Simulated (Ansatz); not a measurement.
# BClF2H3N: the cost of one run

Program: Ansatz 0.2.0. Level of theory: RKS PBE0/def2-SVP. These are calculated values, not measurements.

## Step 1: The starting structure

Bond lengths: B1–Cl2 2.210 Å, B1–N3 1.550 Å, N3–H4 1.060 Å, N3–H5 1.060 Å, B1–F6 1.320 Å, B1–F7 1.620 Å, Cl2–H8 1.365 Å. Angles: B1–Cl2–H8 61.1°, Cl2–B1–N3 120.0°, Cl2–B1–F6 120.0°, Cl2–B1–F7 71.6°, N3–B1–F6 120.0°, N3–B1–F7 96.8°, F6–B1–F7 101.3°, B1–N3–H4 120.0°, B1–N3–H5 120.0°, H4–N3–H5 120.0°.

As a file:

```xyz
8

B     0.0000    0.0000    0.0000
Cl    0.0000    0.0000    2.2100
N     1.3423    0.0000   -0.7750
H     1.8089   -0.9179   -1.0268
H     1.7937    0.9179   -1.0532
F    -1.1431    0.0000   -0.6600
F     0.0726    1.5356    0.5108
H     0.0564    1.1931    1.5499
```

## Step 2: Pulling towards end A

Springs on the bonds that form and break draw the guess towards this end; the thresholds are loose.

input.yaml reads:

```yaml
crystal:
  periodic: [false, false, false]
  atoms:
    - { symbol: B, position_ang: [0.0, 0.0, 0.0] }
    - { symbol: Cl, position_ang: [0.0, 0.0, 2.21] }
    - { symbol: "N", position_ang: [1.3423, 0.0, -0.775] }
    - { symbol: H, position_ang: [1.8089, -0.9179, -1.0268] }
    - { symbol: H, position_ang: [1.7937, 0.9179, -1.0532] }
    - { symbol: F, position_ang: [-1.1431, 0.0, -0.66] }
    - { symbol: F, position_ang: [0.0726, 1.5356, 0.5108] }
    - { symbol: H, position_ang: [0.0564, 1.1931, 1.5499] }
basis:
  gaussian: { orbitals: def2-SVP }
hamiltonian:
  xc: pbe0
relax:
  f_tol: 0.15
  max_steps: 25
  restrain:
    - { distance: [0, 6], at: 2.52, k: 30.0 }
    - { distance: [7, 1], at: 2.57, k: 30.0 }
    - { distance: [0, 1], at: 1.86, k: 30.0 }
    - { distance: [7, 6], at: 0.92, k: 30.0 }
```

Command:

```sh
$ ansatz run input.yaml --threads 2 --pin off --max-ram 3072MiB --backend cpu --events-out ev --progress --plain --runs-dir out
```

Q: Estimate wall time and peak memory on 2 threads of Arm Neoverse V1, shared host.

About 26 s, with a peak of 0.16 GiB.
